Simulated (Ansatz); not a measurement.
A run of Ansatz 0.2.0:

input.yaml

```yaml
crystal:
  lattice:
    - [-2.114664, 2.114664, 4.656728]
    - [2.114664, -2.114664, 4.656728]
    - [2.114664, 2.114664, -4.656728]
  atoms:
    - { symbol: Cd, position: [0.0, 0.0, 0.0] }
    - { symbol: Ge, position: [0.5, 0.5, 0.0] }
    - { symbol: Ge, position: [0.25, 0.75, 0.5] }
    - { symbol: Ge, position: [0.75, 0.25, 0.5] }
hamiltonian:
  xc:
    exchange: pbe
    correlation: pbe
    exx: { coeff: 0.25, omega: 0.15 }
  pseudopotentials: { kind: paw }
kpoints:
  mp_grid: { grid: [5, 5, 5] }
scf:
  occupations: { method: fermi_dirac, width: 0.05 }
output:
  forces: true
  stress: true
  eigenvalues: true
```

Potentials or basis: Ansatz PAW.

Launch:

```console
$ ansatz run input.yaml --threads 2 --pin off --max-ram 5632MiB --backend cpu --events-out ev --progress --plain --runs-dir out
```

Hardware: 2 threads of Intel(R) Xeon(R) 6975P-C (Granite Rapids), on a shared host.

Estimate the wall time of this run.

Run time: 53 s on 2 threads of Intel(R) Xeon(R) 6975P-C (Granite Rapids) (shared host), peak memory 2.2 GiB. Counts: scf iterations 20, plane waves 1587, k points 18, bands 38.
